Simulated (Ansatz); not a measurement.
# AlBClH5O3: the cost of one run

Program: Ansatz 0.2.0. Level of theory: RKS PBE/def2-SVP. These are calculated values, not measurements.

## Step 1: The structure to begin with

Bond lengths: B1–O2 1.760 Å, O2–H3 1.010 Å, B1–Cl4 1.860 Å, B1–O5 1.410 Å, O5–H6 1.010 Å, B1–O7 1.710 Å, O7–Al8 1.780 Å, Al8–H9 1.560 Å, Al8–H10 1.560 Å, O2–H11 1.098 Å, O7–H11 1.123 Å, Al8–H11 1.694 Å. Angles (14 of 22 angles, heavy atoms first): O2–B1–Cl4 120.0°, O2–B1–O5 120.0°, O2–B1–O7 71.6°, Cl4–B1–O5 120.0°, Cl4–B1–O7 88.5°, O5–B1–O7 110.0°, B1–O7–Al8 125.0°, B1–O2–H3 109.5°, B1–O2–H11 77.2°, B1–O5–H6 109.5°, B1–O7–H11 78.9°, Al8–O7–H11 67.1°, O7–Al8–H9 120.0°, O7–Al8–H10 120.0°.

As a file:

```xyz
11

B     0.0000    0.0000    0.0000
O     0.0000    0.0000    1.7600
H    -0.9095   -0.2814    2.0971
Cl    1.6108    0.0000   -0.9300
O    -1.2211    0.0000   -0.7050
H    -1.7308   -0.8467   -0.4965
O     0.3647    1.5813    0.5392
Al    1.6311    1.9902    1.7213
H     2.5584    0.8716    2.2893
H     1.8137    3.4671    2.1893
H     0.2407    1.0435    1.5173
```

## Step 2: Pulling towards end A

Springs on the bonds that form and break draw the guess towards this end; the thresholds are loose.

input.yaml

```yaml
crystal:
  periodic: [false, false, false]
  atoms:
    - { symbol: B, position_ang: [0.0, 0.0, 0.0] }
    - { symbol: O, position_ang: [0.0, 0.0, 1.76] }
    - { symbol: H, position_ang: [-0.9095, -0.2814, 2.0971] }
    - { symbol: Cl, position_ang: [1.6108, 0.0, -0.93] }
    - { symbol: O, position_ang: [-1.2211, 0.0, -0.705] }
    - { symbol: H, position_ang: [-1.7308, -0.8467, -0.4965] }
    - { symbol: O, position_ang: [0.3647, 1.5813, 0.5392] }
    - { symbol: Al, position_ang: [1.6311, 1.9902, 1.7213] }
    - { symbol: H, position_ang: [2.5584, 0.8716, 2.2893] }
    - { symbol: H, position_ang: [1.8137, 3.4671, 2.1893] }
    - { symbol: H, position_ang: [0.2407, 1.0435, 1.5173] }
basis:
  gaussian: { orbitals: def2-SVP }
hamiltonian:
  xc: pbe
relax:
  f_tol: 0.15
  max_steps: 25
  restrain:
    - { distance: [0, 6], at: 2.61, k: 30.0 }
    - { distance: [10, 1], at: 2.21, k: 30.0 }
    - { distance: [0, 1], at: 1.41, k: 30.0 }
    - { distance: [10, 6], at: 1.01, k: 30.0 }
output:
  orbitals: {}
```

Launch:

```sh
$ ansatz run input.yaml --threads 4 --pin off --max-ram 5120MiB --backend cpu --events-out ev --progress --plain --runs-dir out
```

Q: Estimate wall time and peak memory on 4 threads of Arm Neoverse V2, shared host.

About 29 s, with a peak of 0.17 GiB.
